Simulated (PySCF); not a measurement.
# BePb: from the state search to spectroscopic constants

Aim: find the lowest electronic state of BePb, scan its bond at several levels of theory, and get bond length, wavenumber and dissociation energy from each curve.

The runs use PySCF 2.14.0; Be aug-cc-pVDZ, Pb aug-cc-pVDZ-PP with ECP60, scalar-relativistic core potentials.

1 further run of the same task is left out (it didn't finish).

**1. Set-up**

The job is set up so:

```json
{
 "atoms": "Be, Pb",
 "charge": "0",
 "basis": "Be aug-cc-pVDZ, Pb aug-cc-pVDZ-PP with ECP60",
 "Hamiltonian": "scalar-relativistic core potentials",
 "basis functions": "55",
 "electrons treated": "26",
 "masses in u": "9.0122, 207.9766",
 "levels": "PBE0, PBE, r²SCAN, PBEsol, M06-2X, MN15, ωB97X, HF, MP2, SCS-MP2",
 "grid": "80 radial by 434 angular points",
 "occupations": "held fixed by the projection of orbital angular momentum",
 "dissociation limit": "Be + Pb, each in its ground configuration",
 "starting distance in angstrom": "2.355",
 "values of 2S to try": "0, 2"
}
```

On the command line:

```sh
$ OMP_NUM_THREADS=1 python dia.py task.json out
```

The runs that follow: The PBE0 curve of the state that the search chose; Excited determinants; PBE; r²SCAN (meta-GGA); PBEsol (GGA); M06-2X (hybrid meta-GGA); MN15; ωB97X; ROHF.

What does the calculation give? Wanted: for each run, Re; ωe; De; μ.

As calculated:

Lowest PBE0 solution found, without spin–orbit coupling: ³Σ⁻ (triplet), unpaired electrons π ↑↑. State 2 has its PBE0 minimum 0.23 eV higher, as a spin-mixed determinant (⟨S²⟩ = 1.01), so this is no gap between pure states. State 3 has its PBE0 minimum 0.37 eV higher. State 4 has its PBE0 minimum 0.46 eV higher, as a spin-mixed determinant (⟨S²⟩ = 1.01), so this is no gap between pure states. The other levels ran on the lowest alone.

```
       level  Re (Å)  ωe (cm⁻¹)  De (eV)  μ (D)
        ROHF   2.621      218.1    0.211  -1.59
    ROHF-MP2   2.404        437     0.89    n/a
ROHF-SCS-MP2   2.439        392     0.69    n/a
         PBE   2.413        422     1.33  -0.48
      PBEsol   2.394        436     1.49  -0.64
      r²SCAN   2.406        427     1.33  -0.67
        PBE0   2.412        417     1.15  -0.72
        MN15   2.414        402     1.17  -1.36
      M06-2X   2.457        355     0.85  -1.05
       ωB97X   2.408        405     0.85  -1.11
```

De is counted to Be + Pb in their ground configurations. A positive dipole means Be(−)Pb(+).

**Reading.** Bond lengths run from 2.394 Å (PBEsol) to 2.621 Å (ROHF). Of the levels with a De here, ROHF gives the least (0.211 eV) and PBEsol the most (1.49 eV).

Correlated steps freeze 4 core orbitals. Spin–orbit coupling is left out, which matters for elements this heavy, above all for dissociation energies. With spin–orbit coupling the term label itself may not hold.
